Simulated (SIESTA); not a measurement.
The system is SnTe3.

```
CELL_PARAMETERS angstrom
0.00000 3.86122 3.86122
3.86122 0.00000 3.86122
3.86122 3.86122 0.00000
ATOMIC_POSITIONS crystal
Te 0.50000 0.50000 0.50000
Te 0.75000 0.75000 0.75000
Te 0.25000 0.25000 0.25000
Sn 0.00000 0.00000 0.00000
```

The cell comes from a database or a generator and needn't be the stable form of this composition.

Program: SIESTA 5.4.2. Alike in all runs: task band structure; level PBEsol; no spin polarisation; cell as given; k mesh 6 × 6 × 6; smearing fermi-dirac 0.05 eV; grid cutoff 500 Ry; energy shift 0.003 Ry.

Q: Order these runs on this cell by their pressure, lowest first.
A. potentials or basis PseudoDojo 0.4 standard (PBEsol files), TZDP (energy shift 0.003 Ry; two zetas on semicore shells)
B. potentials or basis PseudoDojo 0.4 standard (PBEsol files), SZ (energy shift 0.003 Ry)
C. potentials or basis PseudoDojo 0.4 standard (PBEsol files), SZP (energy shift 0.003 Ry)

A: A (-2.0 GPa), C (-0.3 GPa), B (5.7 GPa).

Caveats: the basis of atomic orbitals isn't converged, which shifts pressures, moduli and gaps; the basis has no polarisation orbitals (some runs).
